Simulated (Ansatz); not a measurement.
Turn this script for Ansatz's Python interface into the input file that the command-line program reads.

`opt.py`
```python
"""Relax the CH5NSSi molecule."""

import ansatz as az
import numpy as np


def main() -> None:
    molecule = (
        az.Crystal.molecule()
        .atom("C", (-0.2841, 0.9962, -0.4193))
        .atom("N", (0.7857, 0.0705, -0.4126))
        .atom("Si", (0.1112, -0.9847, 0.7497))
        .atom("S", (-1.4957, -0.3046, -0.2501))
        .atom("H", (-0.418, 1.5851, -1.3923))
        .atom("H", (-0.3293, 1.7996, 0.3784))
        .atom("H", (0.8281, -0.4592, -1.2723))
        .atom("H", (0.582, -2.3561, 0.4443))
        .atom("H", (0.3085, -0.3931, 2.1571))
    )

    model = molecule.calculation()
    model = model.basis(gaussian="cc-pVDZ")
    model = model.functional("B3LYP")
    symbols = [site.symbol for site in molecule.cartesian_sites]
    start = np.array([site.position_ang for site in molecule.cartesian_sites], dtype=float)
    rep = model.relax(force_tolerance=0.005).run(threads=1).report
    end = np.array(rep["positions_ang"])

    print("reference energy %16.6f eV" % rep["reference_energy_ev"])
    print("total energy     %16.6f eV" % rep["free_energy_ev"])
    print("occupied (up, down):", rep["n_occupied"], " virtual:", rep["n_virtual"], " frozen:", rep["n_frozen"])

    print("bond        before    after (A)")
    for i, j in [(0, 1), (0, 3), (0, 4), (0, 5), (1, 2), (1, 6), (2, 3), (2, 7), (2, 8)]:
        d0, d1 = (np.linalg.norm(xyz[i] - xyz[j]) for xyz in (start, end))
        print(f"{symbols[i]}{i}-{symbols[j]}{j}".ljust(10), f"{d0:8.4f} {d1:8.4f}")


if __name__ == "__main__":
    main()
```

```console
$ python opt.py
reference energy    -21322.773764 eV
total energy        -21322.773764 eV
occupied (up, down): [24, 24]  virtual: [65, 65]  frozen: 0
bond        before    after (A)
C0-N1        1.4147   1.4652
C0-S3        1.7857   1.8847
C0-H4        1.1452   1.1038
C0-H5        1.1331   1.1034
N1-Si2       1.7086   1.7554
N1-H6        1.0107   1.0160
Si2-S3       2.0110   2.1770
Si2-H7       1.4818   1.5021
Si2-H8       1.5394   1.4970
```

`input.yaml`:
```yaml
crystal:
  periodic: [false, false, false]
  atoms:
    - { symbol: C, position_ang: [-0.2841, 0.9962, -0.4193] }
    - { symbol: "N", position_ang: [0.7857, 0.0705, -0.4126] }
    - { symbol: Si, position_ang: [0.1112, -0.9847, 0.7497] }
    - { symbol: S, position_ang: [-1.4957, -0.3046, -0.2501] }
    - { symbol: H, position_ang: [-0.418, 1.5851, -1.3923] }
    - { symbol: H, position_ang: [-0.3293, 1.7996, 0.3784] }
    - { symbol: H, position_ang: [0.8281, -0.4592, -1.2723] }
    - { symbol: H, position_ang: [0.582, -2.3561, 0.4443] }
    - { symbol: H, position_ang: [0.3085, -0.3931, 2.1571] }
basis:
  gaussian:
    orbitals: cc-pVDZ
hamiltonian:
  xc: b3lyp
relax:
  f_tol: 0.005
```

The settings weren't tested for convergence. The end point is the stationary point reached from this start; no frequency run checks that it is a minimum, and the basis set is modest. b3lyp holds the VWN-RPA fit, as in Gaussian; the form of ORCA and Turbomole is b3lyp5. Run time: 71 s on 1 thread of Arm Neoverse V1, on a shared host, peak memory 0.26 GiB.

(Lines on the test bed's own set-up are left out of the output.)
